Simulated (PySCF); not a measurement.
# CH6AsB: the cost of one run

Programs: PySCF 2.14.0, with density-fitted response routines of our own. Each step states its level of theory. These are calculated values for one molecule in the gas phase, unless marked as measured. Atoms count from 0, in the outputs and in this text.

**1. The molecule as given**

9 atoms, charge 0, multiplicity 1; geometry from: GFN2-xTB. The atoms were then displaced at random by about 0.01 Å, so the start is not that level's minimum.

Bonds of the start (Å): C0–B1 1.56, B1–As2 1.99, C0–H3 1.08, C0–H4 1.12, C0–H5 1.08, B1–H6 1.18, As2–H7 1.50, As2–H8 1.53.

**2. Optimising the geometry at PBE0-D3(BJ)/def2-SVP**

The job: settings as JSON, then the geometry in Å.

```
{"job": {"xc": "PBE0", "basis": "def2-SVP", "d3": "d3bj", "grid": 1, "shake": 0.01, "kind": "geom"}, "charge": 0, "multiplicity": 1}
C     -1.174880    -0.412050    -0.161080
B     -0.068400     0.662960     0.100010
As     1.790680     0.412920    -0.557600
H     -0.908940    -1.139440    -0.913930
H     -2.149370     0.058490    -0.456100
H     -1.390970    -0.913820     0.767410
H     -0.342900     1.658000     0.663220
H      1.872860    -1.055840    -0.281330
H      2.429750     0.711630     0.805670
```

The run is started by

```console
$ OMP_NUM_THREADS=1 python probes_run.py task.json out
```

The driver reads the jobs from task.json and runs them one after another.

Q: Estimate the wall time and peak memory of this first job on 1 thread of Arm Neoverse V2, shared host.

About 14 s, with a peak of 0.37 GiB.
